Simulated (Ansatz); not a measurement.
# Cl₂FGeH₃Si: basis-set convergence

One table from this session's results is given with a row withheld; the runs are named, their logs left out.

Program: Ansatz 0.2.0, Gaussian basis. Level of theory: one geometry, several basis sets. These are calculated values, not measurements.

Levels to be run: PBE0-D4/def2-SVP; ωB97M-V/def2-SVP; PBE0-D4/def2-QZVPP; ωB97M-V/def2-QZVPP; the functionals' def2-TZVPP values are taken from earlier runs.

**The geometry**

The geometry comes from an earlier relaxation with PBE0-D4 in a triple-zeta def2 set; it is a stationary point, not always the lowest conformer.

8 atoms, charge 0, spin multiplicity 1.

Atoms are counted from 1 here; the program's logs count them from 0.

Bond lengths: F1–Si2 1.592 Å, Si2–Cl3 2.037 Å, Si2–Ge4 2.387 Å, Si2–H6 1.481 Å, Ge4–Cl5 2.157 Å, Ge4–H7 1.536 Å, Ge4–H8 1.536 Å. Angles: F1–Si2–Cl3 108.8°, F1–Si2–Ge4 108.9°, F1–Si2–H6 107.8°, Cl3–Si2–Ge4 108.8°, Cl3–Si2–H6 108.3°, Ge4–Si2–H6 114.2°, Si2–Ge4–Cl5 106.3°, Si2–Ge4–H7 113.3°, Si2–Ge4–H8 112.1°, Cl5–Ge4–H7 107.1°, Cl5–Ge4–H8 107.1°, H7–Ge4–H8 110.5°.

The first run:

File in.yaml:

```yaml
crystal:
  periodic: [false, false, false]
  atoms:
    - {symbol: F, position_ang: [-1.434927, -0.834524, -1.543025]}
    - {symbol: Si, position_ang: [-1.154837, 0.106399, -0.289512]}
    - {symbol: Cl, position_ang: [-1.290870, 2.049621, -0.883789]}
    - {symbol: Ge, position_ang: [1.058872, -0.303807, 0.504752]}
    - {symbol: Cl, position_ang: [2.391601, 0.322448, -1.071776]}
    - {symbol: H, position_ang: [-2.215106, -0.148670, 0.712321]}
    - {symbol: H, position_ang: [1.343337, -1.789108, 0.772517]}
    - {symbol: H, position_ang: [1.394031, 0.540641, 1.742812]}
basis:
  gaussian: {orbitals: def2-SVP}
hamiltonian: {xc: pbe0, dispersion: d4}
output: {orbitals: {seedname: orbitals}}
```

Among the steps run: PBE0-D4 in def2-SVP; ωB97M-V in def2-SVP; PBE0-D4 in def2-QZVPP; ωB97M-V in def2-QZVPP.

One table of the session follows, with a row left open; its other results are not shown here.

It belongs to the step «Functionals by basis». 

```
functional       basis  HOMO (eV)
   PBE0-D4    def2-SVP          ?
   PBE0-D4  def2-TZVPP      -8.30
   PBE0-D4  def2-QZVPP      -8.33
   ωB97M-V    def2-SVP     -10.19
   ωB97M-V  def2-TZVPP     -10.35
   ωB97M-V  def2-QZVPP     -10.39
```

Estimate the missing values for PBE0-D4, def2-SVP.

As computed: HOMO (eV): -8.19. In the column «HOMO (eV)» it is the highest.
